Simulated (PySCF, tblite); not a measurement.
# C2H13NSSi4: geometry, infrared bands and NMR shifts

Aim: predict the infrared bands and NMR shifts of C2H13NSSi4 (`CN[Si@@H]1[SiH2][SiH2]S[Si@@H]1C`).

Computed with tblite 0.8.0 and PySCF 2.14.0, with density-fitted response routines of our own, on a single molecule in the gas phase. Atoms count from 0, in the outputs and in this text.

**1. The starting structure**

21 atoms, charge 0, multiplicity 1; geometry from: force field or distance geometry start.

Bonds of the start (Å): C0–N1 1.48, N1–Si2 1.77, Si2–Si3 2.22, Si3–Si4 2.25, Si4–S5 2.15, S5–Si6 2.16, Si6–C7 1.84, Si6–Si2 2.21, C0–H8 1.11, C0–H9 1.09, C0–H10 1.12, N1–H11 1.05, Si2–H12 1.47, Si3–H13 1.49, Si3–H14 1.45, Si4–H15 1.47, Si4–H16 1.48, Si6–H17 1.48, C7–H18 1.10, C7–H19 1.12, C7–H20 1.12.

**2. Geometry optimisation with GFN2-xTB**

Job settings and geometry (Å):

```
{"job": {"kind": "relax", "xc": "GFN2-xTB", "basis": "xTB"}, "charge": 0, "multiplicity": 1}
C      2.961700     0.971500     0.115600
N      1.662900     0.969200    -0.589600
Si     0.585400    -0.016600     0.417900
Si     0.134100    -1.979100    -0.518100
Si    -1.681300    -2.584200     0.663400
S     -2.833000    -0.767900     0.768600
Si    -1.411500     0.858200     0.768900
C     -1.930200     2.152600    -0.437100
H      3.342400     2.009600     0.171700
H      3.697900     0.370300    -0.418200
H      2.820200     0.647000     1.178600
H      1.848700     0.433300    -1.472900
H      1.213400    -0.256700     1.720700
H      1.250800    -2.944500    -0.332000
H     -0.192400    -1.867100    -1.930500
H     -2.418100    -3.661600    -0.002200
H     -1.296200    -3.039200     2.012900
H     -1.491000     1.460800     2.119400
H     -1.378500     3.090800    -0.315400
H     -3.019100     2.353000    -0.267700
H     -1.875100     1.817400    -1.499600
```

Launch:

```console
OMP_NUM_THREADS=1 python probes_run.py task.json out
```

The driver reads the jobs from task.json and runs them one after another.

**Question.** This job is followed by: GFN2-xTB harmonic vibrations, gas phase; GIAO PBE0/pcSseg-1 NMR shielding, non-relativistic, gas phase. Predict these results of the whole session: strongest single infrared mode (GFN2-xTB); zero-point energy (GFN2-xTB); 13C shifts against TMS (PBE0/pcSseg-1); 1H shifts against TMS (PBE0/pcSseg-1, means over atoms taken as alike); 15N shifts against NH3 (PBE0/pcSseg-1); 29Si shifts against TMS (PBE0/pcSseg-1); 33S shifts against CS2 (PBE0/pcSseg-1).

As calculated:

| quantity | value |
| --- | --- |
| strongest single infrared mode (GFN2-xTB) | 680 cm⁻¹, 360 km/mol |
| zero-point energy (GFN2-xTB) | 89.5 kcal/mol |
| 13C shifts against TMS (PBE0/pcSseg-1) | 36.4, 1.5 ppm |
| 1H shifts against TMS (PBE0/pcSseg-1, means over atoms taken as alike) | 5.33, 5.20, 5.00, 4.97, 3.27, 3.14, 2.76, 0.36, -0.85 ppm |
| 15N shifts against NH3 (PBE0/pcSseg-1) | 8.3 ppm |
| 29Si shifts against TMS (PBE0/pcSseg-1) | -18.0, -34.6, -44.8, -143.5 ppm |
| 33S shifts against CS2 (PBE0/pcSseg-1) | -270 ppm |

**Reading.** Relaxing lowered the energy by 1.207 eV in 180 steps; the close pair that moved most is Si2–Si3, from 2.221 to 2.359 Å. All 57 modes are real, so the xTB geometry is a minimum. GFN2-xTB is a fitted tight-binding method: band positions and strengths are rough. Its intensities can rank the bands wrongly. The most deshielded carbon is C0 (methyl carbon bonded to N), at 36.4 ppm: deshielded by the electronegative neighbour.
